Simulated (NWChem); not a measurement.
**C3H8BN, step by step**

Wanted: the energy (singlet C3H8BN, PBE0-D2/pcseg-1), then a single-point energy (singlet CH6BN, PBE0-D2/pcseg-1), then a single-point energy (singlet C2H2, PBE0-D2/pcseg-1), then the energy (singlet CH6BN, PBE0-D2/pcseg-1), then the energy (singlet C2H2, PBE0-D2/pcseg-1) of C3H8BN and its partners. 

The calculation is run with NWChem 7.3.0.

## Step 1: The molecule

The species is C3H8BN (13 atoms), typed as a singlet with charge 0.

Bond lengths: C1–B2 1.568 Å, B2–N3 1.392 Å, C10–C11 1.197 Å, C1–H4 1.096 Å, C1–H5 1.095 Å, C1–H6 1.094 Å, B2–H7 1.202 Å, N3–H8 1.005 Å, N3–H9 1.007 Å, C10–H12 1.065 Å, C11–H13 1.065 Å. Some angles: C1–B2–N3 122.0°, C1–B2–H7 121.0°, N3–B2–H7 117.0°, B2–C1–H4 110.3°, B2–C1–H5 110.4°, B2–C1–H6 114.3°, B2–N3–H8 123.2°, B2–N3–H9 123.1°, C10–C11–H13 180.0°, C11–C10–H12 180.0°.

## Step 2: A single-point energy at PBE0-D2/pcseg-1 (pair key 8c1ec12415, separation 1.1) (run 1)

Contents of sp.nw:

```
start sp
title "C3H8BN PBE0"
memory 2200 mb

geometry units au noautosym nocenter noautoz
  C   -1.27586749   1.44155868  -1.11191485
  B    0.84950748  -0.52489033  -0.48055735
  N    1.10159695  -1.58294799   1.91353667
  H   -2.45996988   0.74821816  -2.66205719
  H   -0.44306519   3.20750774  -1.79977516
  H   -2.51288221   1.89736062   0.48036838
  H    2.34125728  -1.18610550  -2.06150223
  H    2.44972756  -2.84566298   2.35611053
  H   -0.05038010  -1.15511399   3.36579120
  C   -1.58646288   7.04977449   6.13754699
  C   -0.27079775   5.96735826   4.64953885
  H   -2.75677027   8.01251436   7.46122456
  H    0.89950964   5.00461839   3.32584239
end

basis "ao basis" spherical bse
  C library pcseg-1
  B library pcseg-1
  N library pcseg-1
  H library pcseg-1
end

dft
  xc pbe0
  disp vdw 2
  grid fine
  convergence energy 1e-08
  maxiter 100
  mulliken
  print low
end

task dft energy
```

On the command line:

```bash
$ nwchem sp.nw > sp.out
```

What it wrote:

```text
Northwest Computational Chemistry Package (NWChem) 7.3.0
             --------------------------------------------------------

           Job information
           ---------------

    nwchem branch   = 7.3.0
    use scalapack   = T
    input           = sp.nw
    prefix          = sp.
    data base       = ./sp.db
    status          = startup
    nproc           =        1

           Memory information
           ------------------

    heap     =     72089600 doubles =      550.0 Mbytes
    stack    =     72089597 doubles =      550.0 Mbytes
    global   =    144179200 doubles =     1100.0 Mbytes (distinct from heap & stack)
    total    =    288358397 doubles =     2200.0 Mbytes
    verify   = yes
    hardfail = no

           Directory information
           ---------------------

  0 permanent = .
  0 scratch   = .

                                NWChem Input Module
                                -------------------

                                    C3H8BN PBE0
                                    -----------

[... 23 lines left out ...]
            Nuclear Dipole moment (a.u.)
[... 90 lines left out ...]
   convergence    iter        energy       DeltaE   RMS-Dens  Diis-err    time
[... 13 lines left out ...]
         Total DFT energy =     -198.405903969056
      One electron energy =     -525.917807146156
           Coulomb energy =      225.966306278352
    Exchange-Corr. energy =      -29.894783607086
 Nuclear repulsion energy =      131.444177152743
[... 1 line left out ...]
    Dispersion correction =       -0.003796646908

 Numeric. integr. density =       37.999998950937

     Total iterative time =     21.8s

     ---------------------------------------------
      Total Density - Mulliken Population Analysis
     ---------------------------------------------

    Atom       Charge   Shell Charges
 -----------   ------   -------------------------------------------------------
    1 C    6     6.52   1.99  0.71  0.50  2.17  1.13  0.02
    2 B    5     4.82   1.99  0.65  0.21  1.59  0.32  0.06
    3 N    7     7.38   1.99  0.81  0.59  2.53  1.44  0.01
[... 9 lines of this table left out ...]
   13 H    1     0.90   0.74  0.14  0.02

     -------------------------------------------
      Total Density - Lowdin Population Analysis
     -------------------------------------------

    Atom       Charge   Shell Charges
 -----------   ------   -------------------------------------------------------
    1 C    6     6.30   1.98  0.54  0.38  2.00  1.34  0.05
    2 B    5     5.01   1.98  0.48  0.29  1.51  0.62  0.13
    3 N    7     7.14   1.99  0.65  0.47  2.33  1.68  0.04
[... 9 lines of this table left out ...]
   13 H    1     0.92   0.63  0.23  0.06

 Task  times  cpu:       22.0s     wall:       22.0s
 Total times  cpu:       22.0s     wall:       22.0s
```

Run time: 23 s. Hardware: 1 thread of Intel Xeon Platinum 8375C at 2.90GHz (Ice Lake), shared host; peak memory 0.12 GiB.

## Step 3: CH6BN: a single-point energy at PBE0-D2/pcseg-1 (pair key 8c1ec12415, separation 1.1) (run 2)

Contents of nw.nw:

```
start nw
title "CH6BN energy"
memory stack 880 mb heap 220 mb global 1100 mb
geometry units angstroms noautosym nocenter noautoz
   C     -0.675160     0.762840    -0.588400
   B      0.449540    -0.277760    -0.254300
   N      0.582940    -0.837660     1.012600
   H     -1.301760     0.395940    -1.408700
   H     -0.234460     1.697340    -0.952400
   H     -1.329760     1.004040     0.254200
   H      1.238940    -0.627660    -1.090900
   H      1.296340    -1.505860     1.246800
   H     -0.026660    -0.611260     1.781100
end
basis spherical bse
   * library pcseg-1
end
dft
   xc pbe0
   disp vdw 2
   grid fine
   convergence energy 1e-08
   maxiter 100
   mulliken
   print low
end
task dft energy
```

On the command line:

```bash
$ nwchem nw.nw > nw.out
```

What it wrote, shortened:

```text
[...]
         Total DFT energy =     -121.192237235188
      One electron energy =     -296.780200526895
           Coulomb energy =      126.111191511270
    Exchange-Corr. energy =      -18.507407093760
 Nuclear repulsion energy =       67.986737214608
[... 1 line left out ...]
    Dispersion correction =       -0.002558340412
[...]
      Total Density - Mulliken Population Analysis
     ---------------------------------------------
    Atom       Charge   Shell Charges
 -----------   ------   -------------------------------------------------------
    1 C    6     6.51   1.99  0.72  0.49  2.17  1.12  0.02
    2 B    5     4.81   1.99  0.65  0.21  1.59  0.31  0.06
    3 N    7     7.38   1.99  0.81  0.59  2.53  1.44  0.01
[... 5 lines of this table left out ...]
    9 H    1     0.82   0.73  0.06  0.04
[...]
```

Wall time 8.7 s (1 thread of Intel Xeon Platinum 8375C at 2.90GHz (Ice Lake), shared host); peak memory 0.11 GiB.

## Step 4: C2H2: a single-point energy at PBE0-D2/pcseg-1 (pair key 8c1ec12415, separation 1.1) (run 3)

Contents of job.nw:

```
start job
memory 2200 mb
charge 0

geometry units angstroms noautosym nocenter noautoz
C       -0.839520       3.730580       3.247850
C       -0.143300       3.157790       2.460430
H       -1.458820       4.240040       3.948310
H        0.476000       2.648330       1.759960
end

basis spherical bse
* library pcseg-1
end

dft
xc pbe0
disp vdw 2
grid fine
convergence energy 1e-08
iterations 100
mulliken
print low
end

task dft
```

On the command line:

```bash
$ nwchem job.nw > job.out
```

What it wrote:

```text
Northwest Computational Chemistry Package (NWChem) 7.3.0
             --------------------------------------------------------

           Job information
           ---------------

    nwchem branch   = 7.3.0
    use scalapack   = T
    input           = job.nw
    prefix          = job.
    data base       = ./job.db
    status          = startup
    nproc           =        1

           Memory information
           ------------------

    heap     =     72089594 doubles =      550.0 Mbytes
    stack    =     72089599 doubles =      550.0 Mbytes
    global   =    144179200 doubles =     1100.0 Mbytes (distinct from heap & stack)
    total    =    288358393 doubles =     2200.0 Mbytes
    verify   = yes
    hardfail = no

           Directory information
           ---------------------

  0 permanent = .
  0 scratch   = .

                                NWChem Input Module
                                -------------------

 Scaling coordinates for geometry "geometry" by  1.889725989
 (inverse scale =  0.529177249)

[... 20 lines left out ...]
            Nuclear Dipole moment (a.u.)
[... 76 lines left out ...]
   convergence    iter        energy       DeltaE   RMS-Dens  Diis-err    time
[... 9 lines left out ...]
         Total DFT energy =      -77.211480841887
      One electron energy =     -151.984072190215
           Coulomb energy =       61.314107543138
    Exchange-Corr. energy =      -11.386630936510
 Nuclear repulsion energy =       24.845434816863

    Dispersion correction =       -0.000320075162

 Numeric. integr. density =       13.999999929397

     Total iterative time =      1.3s

     ---------------------------------------------
      Total Density - Mulliken Population Analysis
     ---------------------------------------------

    Atom       Charge   Shell Charges
 -----------   ------   -------------------------------------------------------
    1 C    6     6.09   1.99  0.74  0.60  2.05  0.69  0.02
    2 C    6     6.09   1.99  0.74  0.60  2.05  0.69  0.02
    3 H    1     0.91   0.75  0.14  0.02
    4 H    1     0.91   0.75  0.14  0.02

     -------------------------------------------
      Total Density - Lowdin Population Analysis
     -------------------------------------------

    Atom       Charge   Shell Charges
 -----------   ------   -------------------------------------------------------
    1 C    6     6.08   1.98  0.59  0.41  1.87  1.18  0.05
    2 C    6     6.08   1.98  0.59  0.41  1.87  1.18  0.05
    3 H    1     0.92   0.63  0.23  0.06
    4 H    1     0.92   0.63  0.23  0.06

 Task  times  cpu:        1.4s     wall:        1.4s
 Total times  cpu:        1.4s     wall:        1.4s
```

It took 2 s on 1 thread of Intel Xeon Platinum 8375C at 2.90GHz (Ice Lake), shared host; peak memory 0.11 GiB.

## Step 5: CH6BN among ghost functions: a single-point energy at PBE0-D2/pcseg-1 (pair key 8c1ec12415, separation 1.1, with ghost functions) (run 4)

Contents of ch6bn.nw:

```
start ch6bn
title "CH6BN"
memory stack 880 mb heap 220 mb global 1100 mb

geometry units au noautosym nocenter noautoz
  C  -1.27586749  1.44155868 -1.11191485
  B   0.84950748 -0.52489033 -0.48055735
  N   1.10159695 -1.58294799  1.91353667
  H  -2.45996988  0.74821816 -2.66205719
  H  -0.44306519  3.20750774 -1.79977516
  H  -2.51288221  1.89736062  0.48036838
  H   2.34125728 -1.18610550 -2.06150223
  H   2.44972756 -2.84566298  2.35611053
  H  -0.05038010 -1.15511399  3.36579120
  bqC     -1.586463     7.049774     6.137547
  bqC     -0.270798     5.967358     4.649539
  bqH     -2.756770     8.012514     7.461225
  bqH      0.899510     5.004618     3.325842
end

basis spherical bse
  C library pcseg-1
  B library pcseg-1
  N library pcseg-1
  H library pcseg-1
  bqC library C pcseg-1
  bqH library H pcseg-1
end

dft
  xc pbe0
  disp vdw 2
  grid fine
  convergence energy 1e-08
  maxiter 100
  mulliken
  print low
end

task dft energy
```

On the command line:

```bash
$ nwchem ch6bn.nw > ch6bn.out
```

What it wrote, shortened:

```text
[...]
         Total DFT energy =     -121.192442661135
      One electron energy =     -296.777406932436
           Coulomb energy =      126.107808742679
    Exchange-Corr. energy =      -18.507018484873
 Nuclear repulsion energy =       67.986732354392
[... 1 line left out ...]
    Dispersion correction =       -0.002558340897
[...]
      Total Density - Mulliken Population Analysis
     ---------------------------------------------
    Atom       Charge   Shell Charges
 -----------   ------   -------------------------------------------------------
    1 C    6     6.52   1.99  0.71  0.49  2.17  1.13  0.02
    2 B    5     4.81   1.99  0.65  0.21  1.59  0.31  0.06
    3 N    7     7.38   1.99  0.81  0.59  2.53  1.44  0.01
[... 9 lines of this table left out ...]
   13 X    0     0.00  -0.00  0.00 -0.00
[...]
```

Run time: 18 s. Hardware: 1 thread of Intel Xeon Platinum 8375C at 2.90GHz (Ice Lake), shared host; peak memory 0.12 GiB.

## Step 6: C2H2 among ghost functions: the energy at PBE0-D2/pcseg-1 (pair key 8c1ec12415, separation 1.1, with ghost functions) (run 5)

Contents of test.nw:

```
start test
title "C2H2 energy"
memory total 2200 mb
geometry units au noautosym nocenter noautoz
C   -1.58646288   7.04977449   6.13754699
C   -0.27079775   5.96735826   4.64953885
H   -2.75677027   8.01251436   7.46122456
H    0.89950964   5.00461839   3.32584239
bqC     -1.275867     1.441559    -1.111915
bqB      0.849507    -0.524890    -0.480557
bqN      1.101597    -1.582948     1.913537
bqH     -2.459970     0.748218    -2.662057
bqH     -0.443065     3.207508    -1.799775
bqH     -2.512882     1.897361     0.480368
bqH      2.341257    -1.186105    -2.061502
bqH      2.449728    -2.845663     2.356111
bqH     -0.050380    -1.155114     3.365791
end
basis spherical bse
C library pcseg-1
H library pcseg-1
bqC library C pcseg-1
bqB library B pcseg-1
bqN library N pcseg-1
bqH library H pcseg-1
end
dft
xc pbe0
disp vdw 2
grid fine
convergence energy 1e-08
iterations 100
mulliken
print low
end
task dft energy
```

On the command line:

```bash
$ nwchem test.nw > test.out
```

What it wrote:

```text
Northwest Computational Chemistry Package (NWChem) 7.3.0
             --------------------------------------------------------

           Job information
           ---------------

    nwchem branch   = 7.3.0
    use scalapack   = T
    input           = test.nw
    prefix          = test.
    data base       = ./test.db
    status          = startup
    nproc           =        1

           Memory information
           ------------------

    heap     =     72089594 doubles =      550.0 Mbytes
    stack    =     72089599 doubles =      550.0 Mbytes
    global   =    144179200 doubles =     1100.0 Mbytes (distinct from heap & stack)
    total    =    288358393 doubles =     2200.0 Mbytes
    verify   = yes
    hardfail = no

           Directory information
           ---------------------

  0 permanent = .
  0 scratch   = .

                                NWChem Input Module
                                -------------------

                                    C2H2 energy
                                    -----------

[... 21 lines left out ...]
            Nuclear Dipole moment (a.u.)
[... 332 lines left out ...]
   convergence    iter        energy       DeltaE   RMS-Dens  Diis-err    time
[... 7 lines left out ...]
         Total DFT energy =      -77.211591163079
      One electron energy =     -151.980218493287
           Coulomb energy =       61.309651534217
    Exchange-Corr. energy =      -11.386137125431
 Nuclear repulsion energy =       24.845432996773
[... 1 line left out ...]
    Dispersion correction =       -0.000320075351

 Numeric. integr. density =       14.000000110728

     Total iterative time =     16.3s

     ---------------------------------------------
      Total Density - Mulliken Population Analysis
     ---------------------------------------------

    Atom       Charge   Shell Charges
 -----------   ------   -------------------------------------------------------
    1 C    6     6.11   1.99  0.74  0.62  2.05  0.69  0.02
    2 C    6     6.07   1.99  0.74  0.59  2.05  0.67  0.02
    3 H    1     0.91   0.75  0.14  0.02
[... 9 lines of this table left out ...]
   13 X    0     0.00   0.00  0.00 -0.00

     -------------------------------------------
      Total Density - Lowdin Population Analysis
     -------------------------------------------

    Atom       Charge   Shell Charges
 -----------   ------   -------------------------------------------------------
    1 C    6     6.08   1.98  0.59  0.41  1.87  1.18  0.05
    2 C    6     6.08   1.98  0.59  0.41  1.87  1.17  0.05
    3 H    1     0.92   0.63  0.23  0.06
[... 9 lines of this table left out ...]
   13 X    0     0.00   0.00  0.00  0.00

 Task  times  cpu:       16.5s     wall:       16.5s
 Total times  cpu:       16.5s     wall:       16.5s
```

It took 17 s on 1 thread of Intel Xeon Platinum 8375C at 2.90GHz (Ice Lake), shared host; peak memory 0.12 GiB.

## Step 7: Summary of results

| quantity | value |
| --- | --- |
| run 1, PBE0-D2/pcseg-1: total energy | -198.40590 Eh |
| run 1, PBE0-D2/pcseg-1: dispersion energy | -9.97 kJ/mol |
| CH6BN: total energy | -121.19224 Eh |
| CH6BN: dispersion energy | -6.72 kJ/mol |
| C2H2: total energy | -77.21148 Eh |
| C2H2: dispersion energy | -0.84 kJ/mol |
| CH6BN among ghost functions: total energy | -121.19244 Eh |
| CH6BN among ghost functions: dispersion energy | -6.72 kJ/mol |
| C2H2 among ghost functions: total energy | -77.21159 Eh |
| C2H2 among ghost functions: dispersion energy | -0.84 kJ/mol |
| interaction energy of the rigid parts CH6BN and C2H2 (parts in their own basis) | -0.059 eV |
| interaction energy of the rigid parts CH6BN and C2H2 (parts in the whole basis, counterpoise) | -0.051 eV |

**Reading.** The interaction energy of the rigid parts CH6BN and C2H2 (parts in their own basis) is −0.06 eV (−5.7 kJ/mol): the parts attract. The interaction energy of the rigid parts CH6BN and C2H2 (parts in the whole basis, counterpoise) is −0.05 eV (−4.9 kJ/mol): the parts attract. The basis-set superposition error is 0.8 kJ/mol. Mulliken charges (CH6BN) run from -0.51 on C1 to +0.19 on B2; they depend strongly on the basis. Mulliken charges (C2H2) run from -0.09 on C1 to +0.09 on H3.
